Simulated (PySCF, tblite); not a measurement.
# C₃H₁₂GeO₂Si: geometry, infrared bands and NMR shifts

Aim: predict the infrared bands and NMR shifts of C₃H₁₂GeO₂Si (`CC[Si@@H](O)O[CH2][GeH3]`).

Programs: tblite 0.8.0 and PySCF 2.14.0, with density-fitted response routines of our own. Each step states its level of theory. These are calculated values for one molecule in the gas phase, unless marked as measured. Atoms count from 0, in the outputs and in this text.

## 1. The molecule as given

19 atoms, charge 0, multiplicity 1; geometry from: force field or distance geometry start.

Bonds of the start (Å): C0–C1 1.50, C1–Si2 1.89, Si2–O3 1.74, Si2–O4 1.69, O4–C5 1.39, C5–Ge6 1.95, C0–H7 1.11, C0–H8 1.11, C0–H9 1.12, C1–H10 1.11, C1–H11 1.11, Si2–H12 1.46, O3–H13 0.99, C5–H14 1.09, C5–H15 1.11, Ge6–H16 1.58, Ge6–H17 1.57, Ge6–H18 1.53.

## 2. Optimising the geometry with GFN2-xTB

What the job is given:

```
{"job": {"kind": "relax", "xc": "GFN2-xTB", "basis": "xTB"}, "charge": 0, "multiplicity": 1}
C     -2.704200    -0.759800     0.448000
C     -1.760900     0.331200     0.866500
Si    -0.184000     0.150400    -0.160300
O     -0.718900     0.256100    -1.811300
O      0.853100     1.446400     0.175500
C      2.040000     1.238700    -0.526000
Ge     2.774100    -0.449700     0.122700
H     -2.197400    -1.713300     0.189100
H     -3.429300    -1.017000     1.254300
H     -3.270500    -0.368500    -0.438700
H     -2.233700     1.293700     0.573700
H     -1.523200     0.300900     1.945600
H      0.425900    -1.150800     0.088100
H     -1.684100     0.033300    -1.827800
H      1.889600     1.164800    -1.602900
H      2.801300     2.010500    -0.276200
H      2.325600    -0.735000     1.607700
H      4.338800    -0.413200     0.085000
H      2.248100    -1.609500    -0.720500
```

On the command line:

```
OMP_NUM_THREADS=1 python probes_run.py task.json out
```

The driver reads the jobs from task.json and runs them one after another.

**Question.** This job is followed by: GFN2-xTB harmonic vibrations, gas phase; GIAO PBE0/pcSseg-1 NMR shielding, non-relativistic, gas phase. What will the session give for the following? strongest single infrared mode (GFN2-xTB); zero-point energy (GFN2-xTB); 13C shifts against TMS (PBE0/pcSseg-1); 1H shifts against TMS (PBE0/pcSseg-1, means over atoms taken as alike); 29Si shifts against TMS (PBE0/pcSseg-1); 17O shifts against H2O (PBE0/pcSseg-1); 73Ge shifts against GeMe4 (PBE0/pcSseg-1).

The runs gave:

| quantity | value |
| --- | --- |
| strongest single infrared mode (GFN2-xTB) | 2065 cm⁻¹, 466 km/mol |
| zero-point energy (GFN2-xTB) | 88.3 kcal/mol |
| 13C shifts against TMS (PBE0/pcSseg-1) | 52.9, 11.6, 7.5 ppm |
| 1H shifts against TMS (PBE0/pcSseg-1, means over atoms taken as alike) | 5.14, 4.80, 4.41, 3.58, 1.61, 0.88, 0.65, 0.48 ppm |
| 29Si shifts against TMS (PBE0/pcSseg-1) | -21.1 ppm |
| 17O shifts against H2O (PBE0/pcSseg-1) | 36.4, 29.9 ppm |
| 73Ge shifts against GeMe4 (PBE0/pcSseg-1) | -263 ppm |

In words: The optimisation took 138 steps and gained 1.128 eV; among the close pairs (by a distance rule), Si2–O3 changed most, from 1.739 to 1.635 Å. The lowest mode is slightly imaginary (13i cm⁻¹), a soft motion within the noise of the Hessian, so the minimum is not strictly shown. The strongest single mode, at 2065 cm⁻¹, moves mainly H17 and H18. Unscaled tight-binding wavenumbers are off by several per cent, some by more. Its intensities can rank the bands wrongly. The most deshielded carbon is C5 (sp3 CH2 bonded to Ge and O), at 52.9 ppm: deshielded by the electronegative neighbour. At PBE0/pcSseg-1: The widest tensor belongs to Ge6: span 180 ppm, with a paramagnetic part of -1161 ppm. Spin-orbit coupling is left out, which matters for shieldings and couplings at and beside the heavy atoms.
